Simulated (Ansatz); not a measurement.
# C₂H₃AlO₂: small, medium and large basis sets

The task here is to estimate one member of a computed series from the others.

The runs use Ansatz 0.2.0, Gaussian basis; one geometry, several basis sets.

Levels to be run: PBE0-D4/def2-SVP; ωB97M-V/def2-SVP; PBE0-D4/def2-QZVPP; ωB97M-V/def2-QZVPP; the functionals' def2-TZVPP values are taken from earlier runs.

## Structure used throughout

The geometry comes from an earlier relaxation with PBE0-D4 in a triple-zeta def2 set; it is a stationary point, not always the lowest conformer.

SMILES `C=[C]1[O][Al]1[OH]`, 8 atoms, charge 0, spin multiplicity 1.

Atoms are counted from 1 here; the program's logs count them from 0.

Bond lengths: C1–C2 1.319 Å, C1–H6 1.086 Å, C1–H7 1.082 Å, C2–O3 1.429 Å, C2–Al4 1.843 Å, O3–Al4 1.714 Å, Al4–O5 1.669 Å, O5–H8 0.954 Å. Angles: C2–C1–H6 121.0°, C2–C1–H7 120.1°, H6–C1–H7 118.8°, C1–C2–O3 127.0°, C1–C2–Al4 171.4°, O3–C2–Al4 61.6°, C2–O3–Al4 71.1°, C2–Al4–O3 47.2°, C2–Al4–O5 172.8°, O3–Al4–O5 139.9°, Al4–O5–H8 128.2°.

As a file:

| atom | x (Å) | y (Å) | z (Å) |
| --- | --- | --- | --- |
| C1 | 1.5226 | 1.1089 | 0.4509 |
| C2 | 0.5581 | 0.2496 | 0.1828 |
| O3 | 0.5709 | -1.1594 | 0.4229 |
| Al4 | -0.9290 | -0.7322 | -0.2878 |
| O5 | -2.3579 | -1.4415 | -0.7794 |
| H6 | 2.4547 | 0.7817 | 0.9026 |
| H7 | 1.3945 | 2.1582 | 0.2215 |
| H8 | -3.1216 | -1.0223 | -1.1693 |

Set-up of the first run:

Input file in.yaml:

```yaml
crystal:
  periodic: [false, false, false]
  atoms:
    - {symbol: C, position_ang: [1.522589, 1.108869, 0.450852]}
    - {symbol: C, position_ang: [0.558091, 0.249574, 0.182841]}
    - {symbol: O, position_ang: [0.570900, -1.159397, 0.422925]}
    - {symbol: Al, position_ang: [-0.929001, -0.732216, -0.287767]}
    - {symbol: O, position_ang: [-2.357925, -1.441480, -0.779444]}
    - {symbol: H, position_ang: [2.454693, 0.781717, 0.902574]}
    - {symbol: H, position_ang: [1.394487, 2.158238, 0.221509]}
    - {symbol: H, position_ang: [-3.121636, -1.022305, -1.169289]}
basis:
  gaussian: {orbitals: def2-SVP}
hamiltonian: {xc: pbe0, dispersion: d4}
output: {orbitals: {seedname: orbitals}}
```

On the command line:

```
$ ansatz run in.yaml --threads 2 --pin off --events-out ev --progress --plain --max-ram 4352MiB
```

Steps of the session up to this table: PBE0-D4 in def2-SVP; ωB97M-V in def2-SVP; PBE0-D4 in def2-QZVPP; ωB97M-V in def2-QZVPP.

One table of the session follows, with a row left open; its other results are not shown here.

It belongs to the step «Functionals by basis». 

| functional | basis | HOMO (eV) | LUMO (eV) |
| --- | --- | --- | --- |
| PBE0-D4 | def2-SVP | -6.29 | -1.32 |
| PBE0-D4 | def2-TZVPP | -6.44 | -1.48 |
| PBE0-D4 | def2-QZVPP | ? | ? |
| ωB97M-V | def2-SVP | -8.50 | 0.42 |
| ωB97M-V | def2-TZVPP | -8.66 | 0.17 |
| ωB97M-V | def2-QZVPP | -8.71 | -0.16 |

Estimate the missing values for PBE0-D4, def2-QZVPP.

As computed: HOMO (eV): -6.48; LUMO (eV): -1.60. In the column «HOMO (eV)» it lies between ωB97M-V, def2-SVP (-8.50) and PBE0-D4, def2-TZVPP (-6.44).
